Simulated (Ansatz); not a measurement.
# Cu3Te (Pm-3m): scan of the energy under strain from a Python script

What does a strain cost in Cu3Te (Pm-3m)? Aim: a scan of the energy under strain, for Cu3Te (Pm-3m), run from a script.

Program: the Python package of Ansatz 0.2.0. Level of theory: DFT r2SCAN, plane waves, PAW. These are calculated values, not measurements.

### Step 1. The structure

Symmetry: Pm-3m, No. 221, cubic system. The conventional cell has a = 3.947 Å, b = 3.947 Å, c = 3.947 Å, α = 90.00°, β = 90.00°, γ = 90.00°. Cu (site symmetry 4/mmm) has 8 Cu at 2.79 Å and 4 Te at 2.79 Å as nearest neighbours. Te (site symmetry m-3m) has 12 Cu at 2.79 Å as nearest neighbours.

The script holds or builds the structure itself.

### Step 2. Script

strain_cu3te.py reads:

```python
# -*- coding: utf-8 -*-
import ansatz
import matplotlib.pyplot as plt
import numpy as np

vectors0 = np.array([
    [3.946662, 0.0, 0.0],
    [0.0, 3.946662, 0.0],
    [0.0, 0.0, 3.946662],
])
sites = [
    ("Cu", (0.0, 0.5, 0.5)),
    ("Cu", (0.5, 0.0, 0.5)),
    ("Cu", (0.5, 0.5, 0.0)),
    ("Te", (0.0, 0.0, 0.0)),
]


def build(cell):
    crystal = ansatz.Crystal(lattice=ansatz.Lattice.of(cell))
    for symbol, position in sites:
        crystal = crystal.atom(symbol, position)
    return crystal

values = np.linspace(-0.02, 0.02, 7)
energies = []
for d in values:
    strain = np.diag([d, d, 0])
    cell = vectors0 @ (np.eye(3) + strain)
    model = (
        build(cell).calculation()
        .functional("r2scan")
        .occupations("fermi_dirac")
        .basis(520)
        .kpoints(6, 6, 6)
        .stress()
    )
    summary = model.run(threads=1, pin="off").report
    energies.append(summary["free_energy_ev"] / len(sites))
    s = summary["stress_gpa"]
    print(f"d = {d:+.4f}  stress xx yy zz xy (GPa): {s[0][0]:8.3f} {s[1][1]:8.3f} {s[2][2]:8.3f} {s[0][1]:8.3f}")
energies = np.array(energies)

for value, e in zip(values, energies):
    print(f"strain {value:7.3f}   E - Emin = {1000 * (e - energies.min()):9.3f} meV/atom")
plt.figure(figsize=(4.5, 3))
plt.plot(values, 1000 * (energies - energies.min()), "o-")
plt.xlabel("strain")
plt.ylabel("meV/atom")
plt.tight_layout()
plt.savefig("strain.png", dpi=100)
curvature = 2 * np.polyfit(values, energies, 3)[1]
volume = abs(np.linalg.det(vectors0)) / len(sites)
print(f"d2E/dd2 over the volume: {curvature / volume * 160.21766:.1f} GPa")
```

### Step 3. What the engine is handed

The engine receives this input (first run):

```yaml
crystal:
  lattice:
    - [3.86772876, 0.0, 0.0]
    - [0.0, 3.86772876, 0.0]
    - [0.0, 0.0, 3.946662]
  atoms:
    - { symbol: Cu, position: [0.0, 0.5, 0.5] }
    - { symbol: Cu, position: [0.5, 0.0, 0.5] }
    - { symbol: Cu, position: [0.5, 0.5, 0.0] }
    - { symbol: Te, position: [0.0, 0.0, 0.0] }
basis:
  ecutwfc: 520.0
kpoints:
  mp_grid:
    grid: [6, 6, 6]
hamiltonian:
  xc: r2scan
scf:
  occupations:
    method: fermi_dirac
output:
  stress: true
```

### Step 4. Launch

Run with:

```console
python strain_cu3te.py
```

What it wrote:

```text
d = -0.0200  stress xx yy zz xy (GPa):    2.452    2.452    0.572    0.000
d = -0.0133  stress xx yy zz xy (GPa):    0.695    0.695   -0.516    0.000
d = -0.0067  stress xx yy zz xy (GPa):   -0.931   -0.931   -1.515    0.000
d = +0.0000  stress xx yy zz xy (GPa):   -2.432   -2.432   -2.432    0.000
d = +0.0067  stress xx yy zz xy (GPa):   -3.816   -3.816   -3.275    0.000
d = +0.0133  stress xx yy zz xy (GPa):   -5.097   -5.097   -4.050    0.000
d = +0.0200  stress xx yy zz xy (GPa):   -6.282   -6.282   -4.762    0.000
strain  -0.020   E - Emin =     1.966 meV/atom
strain  -0.013   E - Emin =     0.000 meV/atom
strain  -0.007   E - Emin =     0.166 meV/atom
strain   0.000   E - Emin =     2.322 meV/atom
strain   0.007   E - Emin =     6.343 meV/atom
strain   0.013   E - Emin =    12.111 meV/atom
strain   0.020   E - Emin =    19.521 meV/atom
d2E/dd2 over the volume: 439.1 GPa
```

It took 76 s on 1 thread of Intel Xeon Platinum 8488C (Sapphire Rapids), shared host; peak memory 0.66 GiB.

### Step 5. Inputs of later runs

The engine's inputs for some of the other runs:

Run 3, against run 1:

```diff
@@ -3,2 +3,2 @@
-    - [3.86772876, 0.0, 0.0]
-    - [0.0, 3.86772876, 0.0]
+    - [3.9203509199999997, 0.0, 0.0]
+    - [0.0, 3.9203509199999997, 0.0]
```

Run 5, against run 1:

```diff
@@ -3,2 +3,2 @@
-    - [3.86772876, 0.0, 0.0]
-    - [0.0, 3.86772876, 0.0]
+    - [3.9729730799999996, 0.0, 0.0]
+    - [0.0, 3.9729730799999996, 0.0]
```

Run 7, against run 1:

```diff
@@ -3,2 +3,2 @@
-    - [3.86772876, 0.0, 0.0]
-    - [0.0, 3.86772876, 0.0]
+    - [4.02559524, 0.0, 0.0]
+    - [0.0, 4.02559524, 0.0]
```

Lines on the test bed's own set-up are left out of the output.

A comment line of the script is reworded here; the code is as run.

### Step 6. Run by run

The 7 runs, in the order started:

```csv
run,strain,energy from run 2 (meV/atom),pressure (GPa),SCF cycles,CPU time (s)
1,-0.020,1.97,1.83,10,10
2,-0.013,0.00,0.29,10,12
3,-0.007,0.17,-1.13,10,10
4,0.000,2.32,-2.43,9,5.6
5,0.007,6.34,-3.64,10,12
6,0.013,12.11,-4.75,10,10
7,0.020,19.52,-5.78,10,12
```

Energies are free energies F = E - TS of the smeared occupations. 

### Step 7. Results

```
                  quantity           value
curvature under the strain       439.1 GPa
             runs compared               7
           range of energy  19.52 meV/atom
      lowest point, strain          -0.013
```

What this shows: Against the unstrained cell the energy per atom changes by -0.36 meV at one end of the scan and +17.20 meV at the other, and its second derivative over the volume is 439.1 GPa. The mesh is modest for a metal, so energies can be off by several to tens of meV an atom and pressures by half a GPa or more; differences at equal mesh fare better. The curvature belongs to this strain pattern and to the cell's stress; it equals a single elastic constant only for simple patterns. In a metal a curvature from energy changes of a few meV or less hangs on mesh and smearing, in size and even in sign. This cell is a computed structure, which may not be the phase found in nature. The ions keep their fractional positions (clamped ions).
